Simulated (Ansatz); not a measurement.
# MgZrF6: the cost of one run

Method: DFT PBEsol, scalar-relativistic, plane waves, PAW, in Ansatz 0.2.0.

1 further run of the same task is left out (set aside as unsound or not needed).

## Step 1: Starting point

The structure is cubic, space group Fm-3m (No. 225). The conventional cell has a = 7.976 Å, b = 7.976 Å, c = 7.976 Å, α = 90.00°, β = 90.00°, γ = 90.00°. Around Mg (site symmetry m-3m) lie 6 F at 1.98 Å. Around Zr (site symmetry m-3m) lie 6 F at 2.01 Å. F (site symmetry 4mm) is surrounded by 1 Mg at 1.98 Å and 1 Zr at 2.01 Å.

Coordinates:

```
CELL_PARAMETERS angstrom
0.00000 3.98802 3.98802
3.98802 0.00000 3.98802
3.98802 3.98802 0.00000
ATOMIC_POSITIONS crystal
Mg 0.50000 0.50000 0.50000
Zr 0.00000 0.00000 0.00000
F 0.74762 0.25238 0.25238
F 0.25238 0.74762 0.74762
F 0.25238 0.74762 0.25238
F 0.74762 0.25238 0.74762
F 0.25238 0.25238 0.74762
F 0.74762 0.74762 0.25238
```

The structure comes from the Materials Project (structure only).

## Step 2: A change within the space group

What differs from the listed cell: strain xx, yy, zz, yz, xz, xy = -3.7, -3.7, -3.7, +0.0, +0.0, +0.0 %; atoms moved by 0.06 Å root mean square, at most 0.07 Å.

Contents of input.yaml:

```yaml
crystal:
  lattice:
    - [0.0, 3.8400212558, 3.8400212558]
    - [3.8400212558, 0.0, 3.8400212558]
    - [3.8400212558, 3.8400212558, 0.0]
  atoms:
    - { symbol: Mg, position: [0.5, 0.5, 0.5] }
    - { symbol: Zr, position: [0.0, 0.0, 0.0] }
    - { symbol: F, position: [0.7389368031, 0.2610631969, 0.2610631969] }
    - { symbol: F, position: [0.2610631969, 0.7389368031, 0.7389368031] }
    - { symbol: F, position: [0.2610631969, 0.7389368031, 0.2610631969] }
    - { symbol: F, position: [0.7389368031, 0.2610631969, 0.7389368031] }
    - { symbol: F, position: [0.2610631969, 0.2610631969, 0.7389368031] }
    - { symbol: F, position: [0.7389368031, 0.7389368031, 0.2610631969] }
basis:
  ecutwfc: 420
kpoints:
  mp_grid: { grid: [6, 6, 6] }
hamiltonian:
  xc: pbesol
scf:
  occupations: { method: gaussian, width: 0.02 }
output:
  forces: true
  stress: true
  eigenvalues: true
```

Command:

```sh
> ansatz run input.yaml --threads 1 --pin off --max-ram 2560MiB --backend cpu --events-out ev --progress --plain --runs-dir out
```

Q: Estimate wall time and peak memory on 1 thread of Arm Neoverse V1, shared host.

About 4 s, with a peak of 0.38 GiB.
